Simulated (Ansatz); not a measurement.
# TaN: shifting one sublattice

This session takes TaN and sets out to map the energy as every Ta atom is pushed off its site.

Method: DFT r2SCAN, scalar-relativistic, plane waves, PAW, in Ansatz 0.2.0.

### 1 The starting structure

Symmetry: Fm-3m, No. 225, cubic system. The conventional cell has a = 4.358 Å, b = 4.358 Å, c = 4.358 Å, α = 90.00°, β = 90.00°, γ = 90.00°. Around Ta (site symmetry m-3m) lie 6 N at 2.18 Å. N (site symmetry m-3m) has 6 Ta at 2.18 Å as nearest neighbours.

Structure file:

```
Ta N
1.0
     0.00000    2.17900    2.17900
     2.17900    0.00000    2.17900
     2.17900    2.17900    0.00000
Ta N
1 1
Direct
  0.50000 0.50000 0.50000
  0.00000 0.00000 0.00000
```

No relaxation comes first: the listed cell is the starting point.

### 2 Zero of energy

Reference values: F = -10331.0438 eV; pressure 9.79 GPa; largest force 0.000 eV/Å; gap on the mesh none (metal). It was computed beforehand with the settings of the runs below.

### 3 Next: shifting one sublattice

Every Ta atom is moved by x along the Cartesian unit vector (0.000, 0.000, 1.000); the cell and all other atoms stay fixed. Forces below are components along that vector, summed over the moved atoms.

### 4 At x = -0.100 Å

The input, input.yaml:

```yaml
crystal:
  lattice:
    - [0.0, 2.179, 2.179]
    - [2.179, 0.0, 2.179]
    - [2.179, 2.179, 0.0]
  atoms:
    - { symbol: Ta, position: [0.4770536944, 0.4770536944, 0.5229463056] }
    - { symbol: "N", position: [0.0, 0.0, 0.0] }
basis:
  ecutwfc: 500
kpoints:
  mp_grid: { grid: [18, 18, 18] }
hamiltonian:
  xc: r2scan
scf:
  occupations: { method: gaussian, width: 0.15 }
output:
  forces: true
  stress: true
  eigenvalues: true
```

Command:

```bash
> ansatz run input.yaml --threads 1 --pin off --max-ram 2560MiB --backend cpu --events-out ev --progress --plain --runs-dir out
```

### 5 At x = 0.075 Å

Changes to input.yaml since step 4:

```diff
@@ -6,3 +6,3 @@
   atoms:
-    - { symbol: Ta, position: [0.4770536944, 0.4770536944, 0.5229463056] }
+    - { symbol: Ta, position: [0.5172097292, 0.5172097292, 0.4827902708] }
     - { symbol: "N", position: [0.0, 0.0, 0.0] }
```

### 6 At x = -0.050 Å

Changes to input.yaml since step 5:

```diff
@@ -6,3 +6,3 @@
   atoms:
-    - { symbol: Ta, position: [0.5172097292, 0.5172097292, 0.4827902708] }
+    - { symbol: Ta, position: [0.4885268472, 0.4885268472, 0.5114731528] }
     - { symbol: "N", position: [0.0, 0.0, 0.0] }
```

### 7 At x = 0.025 Å

Changes to input.yaml since step 6:

```diff
@@ -6,3 +6,3 @@
   atoms:
-    - { symbol: Ta, position: [0.4885268472, 0.4885268472, 0.5114731528] }
+    - { symbol: Ta, position: [0.5057365764, 0.5057365764, 0.4942634236] }
     - { symbol: "N", position: [0.0, 0.0, 0.0] }
```

### 8 At x = 0.087 Å

Changes to input.yaml since step 7:

```diff
@@ -6,3 +6,3 @@
   atoms:
-    - { symbol: Ta, position: [0.5057365764, 0.5057365764, 0.4942634236] }
+    - { symbol: Ta, position: [0.5200780174, 0.5200780174, 0.4799219826] }
     - { symbol: "N", position: [0.0, 0.0, 0.0] }
@@ -20 +20,5 @@
   eigenvalues: true
+  write_density: true
+  write_potential: true
+  elf: true
+  volumetric_format: npy
```

### 9 x = 0.062 Å

The input, input.yaml:

```yaml
crystal:
  lattice:
    - [0.0, 2.179, 2.179]
    - [2.179, 0.0, 2.179]
    - [2.179, 2.179, 0.0]
  atoms:
    - { symbol: Ta, position: [0.514341441, 0.514341441, 0.485658559] }
    - { symbol: "N", position: [0.0, 0.0, 0.0] }
basis:
  ecutwfc: 500
kpoints:
  mp_grid: { grid: [18, 18, 18] }
hamiltonian:
  xc: r2scan
scf:
  occupations: { method: gaussian, width: 0.15 }
output:
  forces: true
  stress: true
  eigenvalues: true
```

### 10 At x = 0.037 Å

Changes to input.yaml since step 9:

```diff
@@ -6,3 +6,3 @@
   atoms:
-    - { symbol: Ta, position: [0.514341441, 0.514341441, 0.485658559] }
+    - { symbol: Ta, position: [0.5086048646, 0.5086048646, 0.4913951354] }
     - { symbol: "N", position: [0.0, 0.0, 0.0] }
```

### 11 x = 0.013 Å

Changes to input.yaml since step 10:

```diff
@@ -6,3 +6,3 @@
   atoms:
-    - { symbol: Ta, position: [0.5086048646, 0.5086048646, 0.4913951354] }
+    - { symbol: Ta, position: [0.5028682882, 0.5028682882, 0.4971317118] }
     - { symbol: "N", position: [0.0, 0.0, 0.0] }
@@ -20 +20,5 @@
   eigenvalues: true
+  write_density: true
+  write_potential: true
+  elf: true
+  volumetric_format: npy
```

(Steps that only read results are left out.)

Before running it: what results should come out?

As calculated:

```
                                                        quantity       value
force constant along x, from the points at -0.050, 0 and 0.013 Å  8.80 eV/Å²
```

In words: The restoring force grows by 8.80 eV/Å per Å near the site. The undisturbed cell stays the lowest of the sampled points. Spin-orbit coupling is left out for Ta.
